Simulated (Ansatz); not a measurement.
# AsH₃+ (doublet): the correlation ladder at distance As1–H3 = 2.024 Å, 6-31G

Aim: climb from Hartree-Fock through coupled cluster and multireference methods for AsH₃+ (doublet) at one geometry and basis, and see what each rung misses.

Program: Ansatz 0.2.0, Gaussian basis. Level of theory: 6-31G, core rule «outside noble gas», up to 14 orbitals frozen. These are calculated values, not measurements.

Plan: UHF; CCSD(T) on ROHF; CCSD(T) on UHF; BCCD(T) on ROHF; CISD; CCSDT(Q) on ROHF; CCSDT(Q) on UHF; CASSCF and MRCISD+Q, 3 electrons in 3 orbitals; CASSCF and NEVPT2, 3 electrons in 3 orbitals; CASSCF and MRCISD+Q, 7 electrons in 7 orbitals; CASSCF and NEVPT2, 7 electrons in 7 orbitals; Full CI.

15 further runs of the same task are left out: 1 for a known fault of the program, 10 that didn't finish, 4 set aside as unsound or not needed.

### Step 1. The geometry

The geometry derives from a PBE0/def2-TZVP stationary point (not a proven minimum). One bond is set to the value named and the two fragments are kept rigid. No spin-orbit coupling is included. The filled d shell of As may be among the frozen orbitals whatever the setting's name suggests; the logs give the count.

4 atoms, charge 1, spin multiplicity 2.

Atoms are counted from 1 here; the program's logs count them from 0.

Bond lengths: As1–H2 1.497 Å, As1–H4 1.497 Å. Angles: H2–As1–H4 112.5°.

Coordinates:

```xyz
4

As    0.00339   -0.00565   -0.01808
H     1.43950    0.00811    0.40405
H    -0.98604    1.66900    0.54154
H    -0.70514   -1.25695    0.39792
```

### Step 2. UHF

Contents of in.yaml:

```yaml
crystal:
  periodic: [false, false, false]
  atoms:
    - {symbol: As, position_ang: [0.003386, -0.005653, -0.018075]}
    - {symbol: H, position_ang: [1.439498, 0.008110, 0.404047]}
    - {symbol: H, position_ang: [-0.986039, 1.668996, 0.541539]}
    - {symbol: H, position_ang: [-0.705139, -1.256947, 0.397917]}
basis:
  gaussian: {orbitals: 6-31G}
total_charge: 1
magnetization: {spin_polarized: true, initial_magnetization: 1}
hamiltonian: {xc: hf}
output: {orbitals: {seedname: orbitals}}
```

Run with:

```
$ ansatz run in.yaml --threads 1 --pin off --events-out ev --progress --plain --max-ram 2393MiB
```

After this run come: CCSD(T) on ROHF; CCSD(T) on UHF; BCCD(T) on ROHF; CISD; CCSDT(Q) on ROHF; CCSDT(Q) on UHF; CASSCF and MRCISD+Q, 3 electrons in 3 orbitals; CASSCF and NEVPT2, 3 electrons in 3 orbitals; CASSCF and MRCISD+Q, 7 electrons in 7 orbitals; CASSCF and NEVPT2, 7 electrons in 7 orbitals; Full CI.

Q: Predict the results of all the runs planned. Wanted: FCI below the RHF energy; RMP2 from FCI; UMP2 from FCI; RCCSD from FCI; RCCSD(T) from FCI; UCCSD(T) from FCI; RCCSDT(Q) from FCI; UCCSDT(Q) from FCI; NEVPT2 pair from FCI.

As calculated:

| quantity | value |
| --- | --- |
| FCI below the RHF energy | -2.4272 eV |
| RMP2 from FCI | +780.2 meV |
| UMP2 from FCI | +848.3 meV |
| RCCSD from FCI | +55.1 meV |
| RCCSD(T) from FCI | +16.5 meV |
| UCCSD(T) from FCI | +17.1 meV |
| RCCSDT(Q) from FCI | +0.4 meV |
| UCCSDT(Q) from FCI | -0.4 meV |
| NEVPT2 pair from FCI | +458.0 meV |
| MRCISD+Q pair from FCI | -5.4 meV |
| NEVPT2 valence from FCI | +115.5 meV |
| levels within 1 kcal/mol (43 meV) | RCCSD(T), UCCSD(T), BCCD(T), RCCSDT, UCCSDT, RCCSDT(Q), UCCSDT(Q), MRCISD+Q pair, MRCISD valence, MRCISD+Q valence |
| T1 diagnostic | 0.015 |
| effectively unpaired electrons | 1.09 |

What this shows: RCCSD(T) lands +16.5 meV from the yardstick (0.7 % of the correlation energy). MRCISD+Q pair falls below full CI: the +Q correction isn't variational, and the cores differ from full CI's. One determinant dominates. Of the multireference levels listed MRCISD+Q pair comes nearest in total energy (-5.4 meV), which doesn't show that its space is the better one. These misses are within one basis, not against nature; the frozen cores of restricted and unrestricted runs differ, which can shift their rows.
